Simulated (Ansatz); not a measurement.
**GaN (F-43m): equation of state with a fit in Python**

Wanted for GaN (F-43m): an equation of state with a fit.

Computed with Ansatz 0.2.0, driven from Python. Level of theory: DFT PBE, plane waves, PAW.

### 1 The structure

Symmetry: F-43m, No. 216, cubic system. The conventional cell has a = 4.507 Å, b = 4.507 Å, c = 4.507 Å, α = 90.00°, β = 90.00°, γ = 90.00°. Ga (site symmetry -43m) is surrounded by 4 N at 1.95 Å. N (site symmetry -43m) is surrounded by 4 Ga at 1.95 Å.

The script holds or builds the structure itself.

### 2 The code

The input, eos_gan.py:

```python
'''Equation of state of GaN.'''

import warnings

import ansatz as az
import numpy as np

vectors0 = np.array([
    [0.0, 2.253501, 2.253501],
    [2.253501, 0.0, 2.253501],
    [2.253501, 2.253501, 0.0],
])
sites = [
    ('Ga', [0.0, 0.0, 0.0]),
    ('N', [0.75, 0.75, 0.75]),
]


def on_lattice(cell):
    crystal = az.Crystal(lattice=az.Lattice.of(cell))
    for symbol, position in sites:
        crystal = crystal.atom(symbol, position)
    return crystal


def main() -> None:
    warnings.simplefilter('ignore', az.DeckWarning)

    # scale the volume, keep shape and fractions
    volumes, energies = [], []
    for scale in np.linspace(0.9, 1.1, 9):
        cell = vectors0 * scale ** (1 / 3)
        calculation = (
            on_lattice(cell).calculation()
            .occupations(az.OccupationsMethod.COLD, width=0.02)
            .functional(az.Functional.PBE)
            .basis(500)
            .kpoints(8, 8, 8)
        )
        rep = calculation.run().report
        volumes.append(abs(np.linalg.det(cell)) / len(sites))
        energies.append(rep['free_energy_ev'] / len(sites))
        print(f'V = {volumes[-1]:8.4f} A^3/atom  F = {energies[-1]:.5f} eV/atom')

    # third-order Birch-Murnaghan: a cubic in V^(-2/3)
    x = np.array(volumes) ** (-2 / 3)
    poly = np.polynomial.Polynomial.fit(x, energies, 3).convert()
    roots = poly.deriv().roots()
    x0 = min((r.real for r in roots if abs(r.imag) < 1e-9 and poly.deriv(2)(r.real) > 0), key=lambda r: abs(r - x.mean()))
    v0 = x0 ** -1.5
    b0 = 4 / 9 * poly.deriv(2)(x0) * v0 ** (-7 / 3) * 160.21766
    b1 = 4 + 2 / 3 * x0 * poly.deriv(3)(x0) / poly.deriv(2)(x0)
    print(f'V0 = {v0:.4f} A^3/atom, B0 = {b0:.1f} GPa, dB/dP = {b1:.2f}')


if __name__ == '__main__':
    main()
```

### 3 The calls as engine input

The engine receives this input (first run):

```yaml
crystal:
  lattice:
    - [0.0, 2.175731293698171, 2.175731293698171]
    - [2.175731293698171, 0.0, 2.175731293698171]
    - [2.175731293698171, 2.175731293698171, 0.0]
  atoms:
    - { symbol: Ga, position: [0.0, 0.0, 0.0] }
    - { symbol: "N", position: [0.75, 0.75, 0.75] }
basis:
  ecutwfc: 500.0
kpoints:
  mp_grid:
    grid: [8, 8, 8]
hamiltonian:
  xc: pbe
scf:
  occupations:
    method: cold
    width: 0.02
```

### 4 Running it

Command:

```sh
$ python eos_gan.py
```

Standard output:

```text
V =  10.2995 A^3/atom  F = -2083.83323 eV/atom
V =  10.5856 A^3/atom  F = -2083.88080 eV/atom
V =  10.8717 A^3/atom  F = -2083.91547 eV/atom
V =  11.1578 A^3/atom  F = -2083.93884 eV/atom
V =  11.4439 A^3/atom  F = -2083.95230 eV/atom
V =  11.7300 A^3/atom  F = -2083.95709 eV/atom
V =  12.0161 A^3/atom  F = -2083.95428 eV/atom
V =  12.3022 A^3/atom  F = -2083.94480 eV/atom
V =  12.5883 A^3/atom  F = -2083.92950 eV/atom
V0 = 11.7615 A^3/atom, B0 = 172.2 GPa, dB/dP = 4.39
```

Wall time 13 s (1 thread of Intel Xeon Platinum 8259CL at 2.50GHz (Skylake/Cascade Lake), shared host); peak memory 0.37 GiB.

### 5 What changed from run to run

The engine's inputs for some of the other runs:

Run 3, against run 1:

```diff
@@ -3,3 +3,3 @@
-    - [0.0, 2.175731293698171, 2.175731293698171]
-    - [2.175731293698171, 0.0, 2.175731293698171]
-    - [2.175731293698171, 2.175731293698171, 0.0]
+    - [0.0, 2.2152986876572998, 2.2152986876572998]
+    - [2.2152986876572998, 0.0, 2.2152986876572998]
+    - [2.2152986876572998, 2.2152986876572998, 0.0]
```

Run 4, against run 1:

```diff
@@ -3,3 +3,3 @@
-    - [0.0, 2.175731293698171, 2.175731293698171]
-    - [2.175731293698171, 0.0, 2.175731293698171]
-    - [2.175731293698171, 2.175731293698171, 0.0]
+    - [0.0, 2.2345631214568042, 2.2345631214568042]
+    - [2.2345631214568042, 0.0, 2.2345631214568042]
+    - [2.2345631214568042, 2.2345631214568042, 0.0]
```

Run 6, against run 1:

```diff
@@ -3,3 +3,3 @@
-    - [0.0, 2.175731293698171, 2.175731293698171]
-    - [2.175731293698171, 0.0, 2.175731293698171]
-    - [2.175731293698171, 2.175731293698171, 0.0]
+    - [0.0, 2.2721258198168366, 2.2721258198168366]
+    - [2.2721258198168366, 0.0, 2.2721258198168366]
+    - [2.2721258198168366, 2.2721258198168366, 0.0]
```

### 6 Run by run

The 9 runs, in the order started:

| run | volume (Å³/atom) | energy from run 6 (meV/atom) | SCF cycles | CPU time (s) |
| --- | --- | --- | --- | --- |
| 1 | 10.299 | 123.86 | 5 | 1.2 |
| 2 | 10.586 | 76.29 | 5 | 1.1 |
| 3 | 10.872 | 41.62 | 4 | 1.1 |
| 4 | 11.158 | 18.25 | 5 | 0.91 |
| 5 | 11.444 | 4.79 | 6 | 1.2 |
| 6 | 11.730 | 0.00 | 6 | 1.4 |
| 7 | 12.016 | 2.82 | 5 | 1.3 |
| 8 | 12.302 | 12.29 | 5 | 1.3 |
| 9 | 12.588 | 27.60 | 5 | 1.3 |

### 7 What came out

| quantity | value |
| --- | --- |
| runs compared | 9 |
| range of energy | 123.86 meV/atom |
| lowest point, volume (Å³/atom) | 11.730 |
| equilibrium volume (fit) | 11.76 Å³/atom |
| bulk modulus (fit) | 172 GPa |

What this shows: A third-order Birch-Murnaghan fit through the 9 points has its minimum at 11.76 Å³ an atom, 2.8 % above the typed cell, with a bulk modulus of 172 GPa and dB/dP = 4.4. From that minimum the energy rises by 123.9 meV an atom on the compressed side and 27.6 meV on the expanded side. The structure comes from a database of computed cells and needn't be a stable or known phase.
